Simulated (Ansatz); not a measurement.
# C2H6AlFO2: one species, many methods

Aim: compute C2H6AlFO2 with functionals from several rungs and with coupled cluster, and see how far each lands from CCSD(T) at the basis-set limit for the atomisation energy.

Computed with Ansatz 0.2.0, Gaussian basis. Level: functionals in def2-TZVPP, the program's frozen cores in correlated methods.

The runs, in order: PBE-D4, r2SCAN-D4, PBE0-D4, B3LYP-D4, ωB97X-V, ωB97M-V, B2PLYP; CCSD(T)/def2-TZVPP; MP2/def2-QZVPP; extrapolation to the limit.

## Step 1: The relaxed structure

An earlier PBE0-D4 in a triple-zeta def2 set relaxation fixed the geometry.

12 atoms, charge 0, spin multiplicity 1.

Atoms are counted from 1 here; the program's logs count them from 0.

Bond lengths: C1–O2 1.422 Å, C1–H7 1.092 Å, C1–H8 1.090 Å, C1–H9 1.088 Å, O2–C3 1.461 Å, O2–Al6 1.970 Å, C3–F4 1.370 Å, C3–O5 1.311 Å, C3–H10 1.097 Å, O5–Al6 1.807 Å, Al6–H11 1.582 Å, Al6–H12 1.584 Å. Angles: O2–C1–H7 109.4°, O2–C1–H8 110.5°, O2–C1–H9 106.9°, H7–C1–H8 110.2°, H7–C1–H9 109.5°, H8–C1–H9 110.3°, C1–O2–C3 120.3°, C1–O2–Al6 144.4°, C3–O2–Al6 87.3°, O2–C3–F4 106.7°, O2–C3–O5 102.8°, O2–C3–H10 109.2°, F4–C3–O5 113.9°, F4–C3–H10 106.7°, O5–C3–H10 117.0° and more.

Coordinates:

```
atom    x (Å)    y (Å)    z (Å)
  C1   0.9788  -0.0306   1.2765
  O2   0.3090  -0.1715   0.0305
  C3  -1.0522  -0.7004  -0.0198
  F4  -1.7440  -0.1061   1.0022
  O5  -1.4592  -0.3442  -1.2138
 Al6  -0.0670   0.7022  -1.6947
  H7   1.0271  -1.0006   1.7748
  H8   0.4615   0.6910   1.9081
  H9   1.9870   0.3146   1.0557
 H10  -1.0293  -1.7752   0.1993
 H11   0.8817   0.1017  -2.8097
 H12  -0.2165   2.2636  -1.4752
```

## Step 2: PBE-D4 (GGA)

The input, in.yaml:

```yaml
crystal:
  periodic: [false, false, false]
  atoms:
    - {symbol: C, position_ang: [0.978796, -0.030567, 1.276496]}
    - {symbol: O, position_ang: [0.309046, -0.171480, 0.030518]}
    - {symbol: C, position_ang: [-1.052177, -0.700362, -0.019802]}
    - {symbol: F, position_ang: [-1.743999, -0.106083, 1.002188]}
    - {symbol: O, position_ang: [-1.459180, -0.344233, -1.213824]}
    - {symbol: Al, position_ang: [-0.066974, 0.702213, -1.694723]}
    - {symbol: H, position_ang: [1.027097, -1.000595, 1.774820]}
    - {symbol: H, position_ang: [0.461529, 0.691000, 1.908124]}
    - {symbol: H, position_ang: [1.986981, 0.314645, 1.055695]}
    - {symbol: H, position_ang: [-1.029296, -1.775234, 0.199284]}
    - {symbol: H, position_ang: [0.881728, 0.101705, -2.809715]}
    - {symbol: H, position_ang: [-0.216450, 2.263590, -1.475160]}
basis:
  gaussian: {orbitals: def2-TZVPP}
hamiltonian: {xc: pbe, dispersion: d4}
output: {forces: true, orbitals: {seedname: orbitals}}
```

Command:

```console
> ansatz run in.yaml --threads 4 --pin off --events-out ev --progress --plain --max-ram 10444MiB
```

After this run come: r2SCAN-D4 (meta-GGA); PBE0-D4 (hybrid); B3LYP-D4 (hybrid); ωB97X-V (range-separated); ωB97M-V (range-separated); B2PLYP (double hybrid); CCSD(T) in def2-TZVPP; MP2 in def2-QZVPP.

**Question.** What will the summary of the whole plan be? Wanted: atomisation energy, CCSD(T)/CBS; farthest; mean size of error, hybrid; mean size of error, range-separated; gap, smallest and largest; T1 diagnostic; triples share of the correlation energy.

The runs gave:

| quantity | value |
| --- | --- |
| atomisation energy, CCSD(T)/CBS | 4483.0 kJ/mol |
| functionals within 22.4 kJ/mol (0.5 %) | r2SCAN-D4, ωB97X-V, ωB97M-V |
| farthest | PBE-D4 (+83.2 kJ/mol) |
| mean size of error, hybrid | 25.4 kJ/mol |
| mean size of error, range-separated | 8.5 kJ/mol |
| gap, smallest and largest | 5.52 eV (PBE-D4), 11.95 eV (ωB97X-V) |
| T1 diagnostic | 0.0122 |
| triples share of the correlation energy | 3.5 % |

**Reading.** PBE-D4 misses by +83.2 kJ/mol. Double hybrids carry the basis error of their MP2 part in triple zeta, and no dispersion term here, so their miss is partly the set-up's. Misses under about 22.4 kJ/mol are within the doubt on the reference itself, which lacks core-valence correlation, relativity and higher excitations. Hartree-Fock recovers 71 % of the binding; the rest is correlation. Orbital gaps span 5.5 to 12.0 eV; exact exchange widens them.
